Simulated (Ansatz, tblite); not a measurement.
# Cis-Zr(PH3)2Cl4 (Cl4H6P2Zr): rung by rung

How do method and basis change the picture of cis-Zr(PH3)2Cl4 (Cl4H6P2Zr) (singlet)?

Computed with Ansatz 0.2.0, Gaussian basis. Level: as each input shows.

Levels to be run: GFN1-xTB, GFN2-xTB, PBE-D4/def2-TZVP, r2SCAN-D4/def2-TZVP, LDA/def2-TZVP, B97M-V/def2-TZVP, LC-ωPBE/def2-TZVP, PBE-D4/def2-SVP, PBE0-D4/def2-SVP, MP2/def2-TZVP, RPA/def2-TZVP.

5 further runs of the same task are left out: 5 set aside as unsound or not needed. Runs told in other sessions of the task aren't counted.

### Step 1. The geometry

The singlet was relaxed beforehand with PBE-D4/def2-SVP.

13 atoms, charge 0, spin multiplicity 1.

Bond lengths: Cl1–Zr7 2.369 Å, Cl2–Zr7 2.369 Å, Cl3–Zr7 2.420 Å, Cl4–Zr7 2.420 Å, P5–Zr7 2.850 Å, P5–H8 1.430 Å, P5–H9 1.432 Å, P5–H10 1.430 Å, P6–Zr7 2.850 Å, P6–H11 1.432 Å, P6–H12 1.430 Å, P6–H13 1.430 Å. Angles: Zr7–P5–H8 119.6°, Zr7–P5–H9 119.2°, Zr7–P5–H10 119.6°, H8–P5–H9 97.4°, H8–P5–H10 98.8°, H9–P5–H10 97.4°, Zr7–P6–H11 119.2°, Zr7–P6–H12 119.5°, Zr7–P6–H13 119.7°, H11–P6–H12 97.4°, H11–P6–H13 97.4°, H12–P6–H13 98.8°, Cl1–Zr7–Cl2 107.5°, Cl1–Zr7–Cl3 100.2°, Cl1–Zr7–Cl4 100.2°, Cl1–Zr7–P5 169.4°, Cl1–Zr7–P6 83.1°, Cl2–Zr7–Cl3 100.2° and more.

Zr takes a core potential in the def2 sets. No spin-orbit coupling is included.

PBE0-D4/def2-TZVP was run before; its log isn't repeated, and its numbers join the tables.

### Step 2. GFN1-xTB

Tight binding, by tblite at 300 K electronic temperature and without a spin-polarisation term:

```python
tblite.interface.Calculator('GFN1-xTB', numbers, positions, charge=0, uhf=0).singlepoint()
```

Energy -741.2254 eV, HOMO -12.99 eV, LUMO -10.25 eV; 0.017 s.

### Step 3. GFN2-xTB

Tight binding, by tblite at 300 K electronic temperature and without a spin-polarisation term:

```python
tblite.interface.Calculator('GFN2-xTB', numbers, positions, charge=0, uhf=0).singlepoint()
```

Energy -768.5025 eV, HOMO -11.57 eV, LUMO -8.92 eV; 0.012 s.

### Step 4. PBE-D4/def2-TZVP

start.molden holds the orbitals of an earlier run on this state, given as this run's starting guess.

Contents of in.yaml:

```yaml
crystal:
  periodic: [false, false, false]
  atoms:
    - {symbol: Cl, position_ang: [-0.633572, 0.154908, -3.340236]}
    - {symbol: Cl, position_ang: [-3.335536, -0.161430, -0.655491]}
    - {symbol: Cl, position_ang: [-0.624368, 2.300599, -0.357949]}
    - {symbol: Cl, position_ang: [-0.349015, -2.301316, -0.622347]}
    - {symbol: P, position_ang: [-0.912548, -0.156661, 1.840463]}
    - {symbol: P, position_ang: [1.846430, 0.157168, -0.900317]}
    - {symbol: Zr, position_ang: [-0.997527, -0.001391, -1.004291]}
    - {symbol: H, position_ang: [-1.567425, 0.845870, 2.621456]}
    - {symbol: H, position_ang: [0.355166, -0.110718, 2.505686]}
    - {symbol: H, position_ang: [-1.425503, -1.316998, 2.499865]}
    - {symbol: H, position_ang: [2.503131, 0.115882, 0.372024]}
    - {symbol: H, position_ang: [2.505828, 1.318462, -1.411177]}
    - {symbol: H, position_ang: [2.634939, -0.844363, -1.547698]}
basis:
  gaussian: {orbitals: def2-TZVP, initial_orbitals: start.molden}
hamiltonian: {xc: pbe, dispersion: d4}
scf: {omitted_lower_state_checks: [starts]}
output: {forces: true, orbitals: {seedname: orbitals}}
```

Started as:

```
$ ansatz run in.yaml --threads 4 --pin off --events-out ev --progress --plain --max-ram 4787MiB
```

Log, cut to the lines that bear on the results:

```text
Functional definition: PBE
  name "PBE"
  cite "Perdew, Burke & Ernzerhof, Phys. Rev. Lett. 77, 3865 (1996) doi:10.1103/PhysRevLett.77.3865"
  parent pbe
[...]
2149 factors; their error is unknown
[...]
mean field -70028.31715076 eV, -2573.4931883922 hartree, gradient 1.3e-5 eV, S^2 0.000000; 0 other end points of the search recorded, 0 dependent functions left out
[...]
reference -70028.31722642 eV, -2573.4931911728 hartree; 58, 58 occupied and 240, 240 virtual orbitals, 2149 factors
Total energy: -70028.94055325 eV, -2573.5160980110 hartree
Atom 0 at    -0.633572     0.154908    -3.340236 Å, force    -0.013132    -0.003230     0.042215 eV/Å
Atom 1 at    -3.335536    -0.161430    -0.655491 Å, force     0.042200     0.003110    -0.013005 eV/Å
Atom 2 at    -0.624368     2.300599    -0.357949 Å, force     0.004180     0.005186     0.001925 eV/Å
Atom 3 at    -0.349015    -2.301316    -0.622347 Å, force     0.000709    -0.009422     0.002859 eV/Å
Atom 4 at    -0.912548    -0.156661     1.840463 Å, force     0.043888    -0.016350     0.264095 eV/Å
Atom 5 at     1.846430     0.157168    -0.900317 Å, force     0.264020     0.023562     0.045996 eV/Å
Atom 6 at    -0.997527    -0.001391    -1.004291 Å, force    -0.063008    -0.000828    -0.063582 eV/Å
Atom 7 at    -1.567425     0.845870     2.621456 Å, force     0.088409    -0.132994    -0.099847 eV/Å
Atom 8 at     0.355166    -0.110718     2.505686 Å, force    -0.178537    -0.007626    -0.075963 eV/Å
Atom 9 at    -1.425503    -1.316998     2.499865 Å, force     0.070023     0.155961    -0.082512 eV/Å
Atom 10 at     2.503131     0.115882     0.372024 Å, force    -0.075240     0.006900    -0.179488 eV/Å
Atom 11 at     2.505828     1.318462    -1.411177 Å, force    -0.080650    -0.156810     0.070145 eV/Å
Atom 12 at     2.634939    -0.844363    -1.547698 Å, force    -0.102862     0.132540     0.087161 eV/Å
Dipole moment:     0.788670     0.000904     0.794018 e Å
Checks for a lower state left out: starts
```

Wall time 6 s (4 threads of Arm Neoverse V2, shared host); peak memory 0.64 GiB.

Report: HOMO -7.06 eV, LUMO -3.31 eV.

### Step 5. r2SCAN-D4/def2-TZVP

Changes to in.yaml since step 4:

```diff
@@ -18,4 +18,4 @@
   gaussian: {orbitals: def2-TZVP, initial_orbitals: start.molden}
-hamiltonian: {xc: pbe, dispersion: d4}
+hamiltonian: {xc: r2scan, dispersion: d4}
 scf: {omitted_lower_state_checks: [starts]}
-output: {forces: true, orbitals: {seedname: orbitals}}
+output: {orbitals: {seedname: orbitals}}
```

The command is unchanged.

Log:

```text
Functional definition: r2SCAN
  name "r2SCAN"
  cite "Furness, Kaplan, Ning, Perdew & Sun, J. Phys. Chem. Lett. 11, 8208 (2020) doi:10.1021/acs.jpclett.0c02405"
  cite "Furness, Kaplan, Ning, Perdew & Sun, J. Phys. Chem. Lett. 11, 9248 (2020) doi:10.1021/acs.jpclett.0c03077"
  parent r2scan
  parameter k0 = 0.174
  parameter k1 = 0.065
  parameter a1 = 4.9479
  exchange = r2scan_x(k0 = k0, k1 = k1, a1 = a1)
  correlation = r2scan_c
these checks for a lower state are left out or cut short: starts
2149 factors; their error is unknown
mean field evaluation 1: about -70053.4719 eV, gradient 1.4e1 eV
mean field evaluation 2: about -70053.5522 eV, gradient 1.4e-1 eV
mean field evaluation 4: about -70053.5349 eV, gradient 2.7e-4 eV
mean field -70053.53493732 eV, -2574.4199249552 hartree, gradient 1.9e-5 eV, S^2 0.000000; 0 other end points of the search recorded, 0 dependent functions left out
reference -70053.53495923 eV, -2574.4199257601 hartree; 58, 58 occupied and 240, 240 virtual orbitals, 2149 factors
Total energy: -70053.69486503 eV, -2574.4258021900 hartree
Checks for a lower state left out: starts
```

Wall time 11 s (4 threads of Arm Neoverse V2, shared host); peak memory 0.69 GiB.

HOMO -7.38 eV, LUMO -3.22 eV.

### Step 6. LDA/def2-TZVP

Changes to in.yaml since step 5:

```diff
@@ -18,3 +18,3 @@
   gaussian: {orbitals: def2-TZVP, initial_orbitals: start.molden}
-hamiltonian: {xc: r2scan, dispersion: d4}
+hamiltonian: {xc: lda}
 scf: {omitted_lower_state_checks: [starts]}
```

The command is unchanged.

Log:

```text
Functional definition: SPW92
  name "SPW92"
  cite "Dirac, Proc. Camb. Phil. Soc. 26, 376 (1930) doi:10.1017/S0305004100016108"
  cite "Slater, Phys. Rev. 81, 385 (1951) doi:10.1103/PhysRev.81.385"
  cite "Perdew & Wang, Phys. Rev. B 45, 13244 (1992) doi:10.1103/PhysRevB.45.13244"
  exchange = slater_x
  correlation = pw_c
these checks for a lower state are left out or cut short: starts
2149 factors; their error is unknown
mean field evaluation 1: about -69822.0757 eV, gradient 3.7e1 eV
mean field evaluation 2: about -69822.7767 eV, gradient 9.3e-1 eV
mean field evaluation 4: about -69822.7692 eV, gradient 8.6e-2 eV
mean field -69822.76922573 eV, -2565.9394414727 hartree, gradient 2.1e-5 eV, S^2 0.000000; 0 other end points of the search recorded, 0 dependent functions left out
reference -69822.76929502 eV, -2565.9394440193 hartree; 58, 58 occupied and 240, 240 virtual orbitals, 2149 factors
Total energy: -69822.76929502 eV, -2565.9394440193 hartree
Checks for a lower state left out: starts
```

It took 2.8 s on 4 threads of Arm Neoverse V2, shared host; peak memory 0.63 GiB.

HOMO -7.18 eV, LUMO -3.50 eV.

### Step 7. B97M-V/def2-TZVP

Changes to in.yaml since step 6:

```diff
@@ -18,3 +18,3 @@
   gaussian: {orbitals: def2-TZVP, initial_orbitals: start.molden}
-hamiltonian: {xc: lda}
+hamiltonian: {xc: {name: B97M-V}}
 scf: {omitted_lower_state_checks: [starts]}
```

Same command.

Log, cut to the lines that bear on the results:

```text
Functional definition: B97M-V
  name "B97M-V"
  cite "Mardirossian & Head-Gordon, J. Chem. Phys. 142, 074111 (2015) doi:10.1063/1.4907719"
  cite "Becke, J. Chem. Phys. 107, 8554 (1997) doi:10.1063/1.475007"
  cite "Vydrov & Van Voorhis, J. Chem. Phys. 133, 244103 (2010) doi:10.1063/1.3521275"
  # Of w^i u^j: cxij and so on, Table III.
[...]
  gx(w, u) = cx00 + cx01*u + cx02*u^2 + (cx10 + cx11*u)*w
  gss(w, u) = css00 + css02*u^2 + css10*w + (css32*w^3 + css42*w^4)*u^2
  gos(w, u) = cos00 + cos01*u + cos03*u^3 + cos10*w + cos32*w^3*u^2
[...]
      + integral(e_c_pw_mod_opposite_spin*gos(b97_w_opposite, b97_u_opposite)) + vv10(b, c)
[...]
2149 factors; their error is unknown
[...]
mean field -70040.30026799 eV, -2573.9335598279 hartree, gradient 2.4e-5 eV, S^2 0.000000; 0 other end points of the search recorded, 0 dependent functions left out
reference -70040.30037446 eV, -2573.9335637406 hartree; 58, 58 occupied and 240, 240 virtual orbitals, 2149 factors
Total energy: -70040.30037446 eV, -2573.9335637406 hartree
Checks for a lower state left out: starts
```

Wall time 26 s (4 threads of Arm Neoverse V2, shared host); peak memory 0.83 GiB.

From the report: HOMO -7.53 eV, LUMO -3.26 eV.

### Step 8. LC-ωPBE/def2-TZVP

Changes to in.yaml since step 7:

```diff
@@ -18,3 +18,3 @@
   gaussian: {orbitals: def2-TZVP, initial_orbitals: start.molden}
-hamiltonian: {xc: {name: B97M-V}}
+hamiltonian: {xc: {name: LC-wPBE}}
 scf: {omitted_lower_state_checks: [starts]}
```

The command is unchanged.

Log, cut to the lines that bear on the results:

```text
Functional definition: LC-wPBE
  name "LC-wPBE"
  cite "Vydrov & Scuseria, J. Chem. Phys. 125, 234109 (2006) doi:10.1063/1.2409292"
  cite "Heyd & Scuseria, J. Chem. Phys. 120, 7274 (2004) doi:10.1063/1.1668634"
  cite "Ernzerhof & Perdew, J. Chem. Phys. 109, 3313 (1998) doi:10.1063/1.476928"
  cite "Perdew, Burke & Ernzerhof, Phys. Rev. Lett. 77, 3865 (1996) doi:10.1103/PhysRevLett.77.3865"
  parent pbe
[...]
2149 factors; their error is unknown
617 factors; integrals over basis functions are off by at most 2.8e-5 eV
[...]
mean field -70038.46426897 eV, -2573.8660881084 hartree, gradient 1.2e-5 eV, S^2 0.000000; 0 other end points of the search recorded, 0 dependent functions left out
reference -70038.46426898 eV, -2573.8660881088 hartree; 58, 58 occupied and 240, 240 virtual orbitals, 2149 factors
Total energy: -70038.46426898 eV, -2573.8660881088 hartree
Checks for a lower state left out: starts
```

It took 7.5 s on 4 threads of Arm Neoverse V2, shared host; peak memory 0.98 GiB.

Report: HOMO -10.89 eV, LUMO -0.45 eV.

### Step 9. PBE-D4/def2-SVP

Changes to in.yaml since step 8:

```diff
@@ -17,4 +17,4 @@
 basis:
-  gaussian: {orbitals: def2-TZVP, initial_orbitals: start.molden}
-hamiltonian: {xc: {name: LC-wPBE}}
+  gaussian: {orbitals: def2-SVP, initial_orbitals: start.molden}
+hamiltonian: {xc: pbe, dispersion: d4}
 scf: {omitted_lower_state_checks: [starts]}
```

The command is unchanged.

Log:

```text
Functional definition: PBE
  name "PBE"
  cite "Perdew, Burke & Ernzerhof, Phys. Rev. Lett. 77, 3865 (1996) doi:10.1103/PhysRevLett.77.3865"
  parent pbe
  parameter kappa = 0.804
  parameter beta = 0.06672455060314922
  exchange = pbe_x(kappa = kappa, mu = beta*pi^2/3)
  correlation = pbe_c(beta = beta)
these checks for a lower state are left out or cut short: starts
1820 factors; their error is unknown
mean field evaluation 1: about -70004.1656 eV, gradient 1.2e1 eV
mean field evaluation 2: about -70004.4911 eV, gradient 2.8e-1 eV
mean field evaluation 4: about -70004.4290 eV, gradient 4.3e-4 eV
mean field -70004.42901525 eV, -2572.6153156040 hartree, gradient 1.9e-5 eV, S^2 0.000000; 0 other end points of the search recorded, 0 dependent functions left out
reference -70004.42910425 eV, -2572.6153188749 hartree; 58, 58 occupied and 111, 111 virtual orbitals, 1820 factors
Total energy: -70005.05243107 eV, -2572.6382257130 hartree
Checks for a lower state left out: starts
```

Wall time 2.5 s (4 threads of Arm Neoverse V2, shared host).

HOMO -6.93 eV, LUMO -3.11 eV.

### Step 10. PBE0-D4/def2-SVP

Changes to in.yaml since step 9:

```diff
@@ -18,3 +18,3 @@
   gaussian: {orbitals: def2-SVP, initial_orbitals: start.molden}
-hamiltonian: {xc: pbe, dispersion: d4}
+hamiltonian: {xc: pbe0, dispersion: d4}
 scf: {omitted_lower_state_checks: [starts]}
```

The command is unchanged.

Log:

```text
Functional definition: PBE0
  name "PBE0"
  cite "Adamo & Barone, J. Chem. Phys. 110, 6158 (1999) doi:10.1063/1.478522"
  cite "Perdew, Burke & Ernzerhof, Phys. Rev. Lett. 77, 3865 (1996) doi:10.1103/PhysRevLett.77.3865"
  parent pbe
  parameter a = 0.25
  parameter kappa = 0.804
  parameter beta = 0.06672455060314922
  exchange = (1 - a)*pbe_x(kappa = kappa, mu = beta*pi^2/3) + a*exact_x
  correlation = pbe_c(beta = beta)
these checks for a lower state are left out or cut short: starts
1601 factors; integrals over basis functions are off by at most 8.6e-4 eV
mean field evaluation 1: about -70009.4184 eV, gradient 8.0e0 eV
mean field evaluation 2: about -70009.5697 eV, gradient 1.2e-1 eV
mean field evaluation 4: about -70009.7805 eV, gradient 1.5e-3 eV
mean field -70009.78055359 eV, -2572.8119810110 hartree, gradient 3.2e-5 eV, S^2 0.000000; 0 other end points of the search recorded, 0 dependent functions left out
reference -70009.78062091 eV, -2572.8119834847 hartree; 58, 58 occupied and 111, 111 virtual orbitals, 1601 factors
Total energy: -70010.33341432 eV, -2572.8322982678 hartree
Checks for a lower state left out: starts
```

It took 4.1 s on 4 threads of Arm Neoverse V2, shared host.

From the report: HOMO -8.22 eV, LUMO -2.44 eV.

### Step 11. MP2/def2-TZVP

Changes to in.yaml since step 10:

```diff
@@ -17,4 +17,4 @@
 basis:
-  gaussian: {orbitals: def2-SVP, initial_orbitals: start.molden}
-hamiltonian: {xc: pbe0, dispersion: d4}
+  gaussian: {orbitals: def2-TZVP, initial_orbitals: start.molden}
+correlation: {method: mp2}
 scf: {omitted_lower_state_checks: [starts]}
```

Launched as before.

Log:

```text
Functional definition: HF
  name "HF"
  cite "Fock, Z. Phys. 61, 126 (1930) doi:10.1007/BF01340294"
  parent pbe
  exchange = exact_x
  correlation = 0
these checks for a lower state are left out or cut short: starts
1936 factors; integrals over basis functions are off by at most 1.1e-3 eV
mean field evaluation 1: about -69928.2024 eV, gradient 5.4e1 eV
mean field evaluation 2: about -69929.9052 eV, gradient 2.7e0 eV
mean field evaluation 4: about -69930.4427 eV, gradient 1.8e0 eV
mean field evaluation 8: about -69930.4527 eV, gradient 6.6e-4 eV
mean field -69930.45267362 eV, -2569.8967351922 hartree, gradient 1.2e-6 eV, S^2 0.000000; 0 other end points of the search recorded, 0 dependent functions left out
30 core orbitals not correlated: weight in the atoms' cores, before any rotation towards them, 1.000 or more for the frozen orbitals, at most 0.000 for the correlated occupied ones
reference -69930.45267362 eV, -2569.8967351922 hartree; 28, 28 occupied and 240, 240 virtual orbitals, 1936 factors
second order -37.80350310 eV of doubles, -0.00000000 eV of singles
Total energy: -69968.25617672 eV, -2571.2859883070 hartree
Checks for a lower state left out: starts
```

It took 8 s on 4 threads of Arm Neoverse V2, shared host; peak memory 1 GiB.

Report: Hartree-Fock HOMO -11.22 eV, LUMO 0.94 eV.

### Step 12. RPA/def2-TZVP

Changes to in.yaml since step 11:

```diff
@@ -18,4 +18,4 @@
   gaussian: {orbitals: def2-TZVP, initial_orbitals: start.molden}
-correlation: {method: mp2}
+hamiltonian: {xc: pbe}
+correlation: {method: rpa}
 scf: {omitted_lower_state_checks: [starts]}
-output: {orbitals: {seedname: orbitals}}
```

Same command.

Log, cut to the lines that bear on the results:

```text
Functional definition: PBE
  name "PBE"
  cite "Perdew, Burke & Ernzerhof, Phys. Rev. Lett. 77, 3865 (1996) doi:10.1103/PhysRevLett.77.3865"
  parent pbe
[...]
1936 factors; integrals over basis functions are off by at most 1.1e-3 eV
[...]
mean field -70028.31712342 eV, -2573.4931873875 hartree, gradient 3.0e-6 eV, S^2 0.000000; 0 other end points of the search recorded, 0 dependent functions left out
30 core orbitals not correlated: weight in the atoms' cores, before any rotation towards them, 1.000 or more for the frozen orbitals, at most 0.000 for the correlated occupied ones
reference -69927.15278835 eV, -2569.7754666455 hartree; 28, 28 occupied and 240, 240 virtual orbitals, 1936 factors
Total energy: -69989.90947484 eV, -2572.0817323359 hartree
Checks for a lower state left out: starts
```

Run time: 12 s. Hardware: 4 threads of Arm Neoverse V2, shared host; peak memory 0.93 GiB.

### Step 13. Comparison

| level | functions | HOMO (eV) | LUMO (eV) | gap (eV) | time |
| --- | --- | --- | --- | --- | --- |
| LDA/def2-TZVP | 298 | -7.18 | -3.50 | 3.68 | 2.8 s |
| PBE-D4/def2-SVP | 169 | -6.93 | -3.11 | 3.82 | 2.5 s |
| PBE-D4/def2-TZVP | 298 | -7.06 | -3.31 | 3.76 | 6 s |
| r2SCAN-D4/def2-TZVP | 298 | -7.38 | -3.22 | 4.16 | 11 s |
| B97M-V/def2-TZVP | 298 | -7.53 | -3.26 | 4.27 | 26 s |
| PBE0-D4/def2-SVP | 169 | -8.22 | -2.44 | 5.79 | 4.1 s |
| PBE0-D4/def2-TZVP | 298 | -8.30 | -2.57 | 5.73 | 11 s |
| LC-ωPBE/def2-TZVP | 298 | -10.89 | -0.45 | 10.44 | 7.5 s |

Energy pieces by basis (eV):

```
    basis           HF  MP2 correlation              total
def2-TZVP  -69930.4527         -37.8035  -69968.2562 (MP2)
```

### Step 14. Binding energy

Free atoms were run apart at each level; binding is atoms less cluster, divided by the number of atoms, without zero-point or spin-orbit terms.

```
            level  binding an atom (eV)
     HF/def2-TZVP                 2.362
    LDA/def2-TZVP                 3.700
 B97M-V/def2-TZVP                 3.311
 PBE0-D4/def2-SVP                 3.273
PBE0-D4/def2-TZVP                 3.249
LC-ωPBE/def2-TZVP                 3.176
    MP2/def2-TZVP                 3.168
```

### Step 15. Summary of results

| quantity | value |
| --- | --- |
| gap in def2-TZVP, named functionals, smallest and largest | 3.68 eV (LDA), 10.44 eV (LC-ωPBE) |
| correlation energy, MP2/def2-TZVP | -37.80 eV |
| binding an atom, functionals in def2-TZVP | 3.18 (LC-ωPBE) to 3.70 eV (LDA) |
| PBE0 total energy, smallest basis above largest | 23.62 eV (def2-SVP, def2-TZVP) |

**Reading.** Over the named functionals in def2-TZVP the gap runs from 3.68 eV (LDA) to 10.44 eV (LC-ωPBE); exact exchange widens it.

The slowest run with a step of its own, B97M-V/def2-TZVP, took 26 s; the quickest functional in def2-TZVP took 2.8 s (shared host).
